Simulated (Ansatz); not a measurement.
# AgAu3 under changes of volume

One of the cells (17.504 Å³/atom); the others are scaled copies at fixed shape and fractional positions:

```
CELL_PARAMETERS angstrom
4.12163 0.00000 0.00000
0.00000 4.12163 0.00000
0.00000 0.00000 4.12163
ATOMIC_POSITIONS crystal
Au 0.00000 0.00000 0.50000
Au 0.00000 0.50000 0.00000
Au 0.50000 0.00000 0.00000
Ag 0.50000 0.50000 0.50000
```

The cell comes from a database or a generator and needn't be the stable form of this composition.

| Item | Value |
| --- | --- |
| Program | Ansatz 0.2.0 |
| Functional | PBEsol |
| Potentials or basis | all-electron LAPW, scalar-relativistic |
| Cutoff | 242 eV (chosen from the basis error) |
| Basis error allowed | 0.001 eV/atom |
| k mesh | 7 × 7 × 7 |
| Occupations | fermi-dirac, width 0.05 eV |
| Spin | no spin polarisation |

```csv
volume (Å³/atom),energy over the lowest point (meV/atom),pressure (GPa)
16.454,4.73,4.1
16.804,0.00,0.4
17.154,2.69,-2.7
17.504,11.68,-5.4
17.854,26.05,-7.7
18.205,?,?
18.555,68.12,-11.4
```

Task: What does the run at 18.205 Å³/atom give?

Result: Energy over the lowest point 45.07 meV/atom; pressure -9.7 GPa.

Worked out: A Birch-Murnaghan fit of order 3 (a polynomial in V^(-2/3)) to the other rows has its minimum at 16.84 Å³/atom with B0 = V·E''(V) = 159 GPa and B' = 6.3. It gives 45.15 meV/atom at 18.205 Å³/atom, against the run's 45.07, and -dE/dV = -9.7 GPa, against -9.7.

Energies are extrapolated to zero smearing.
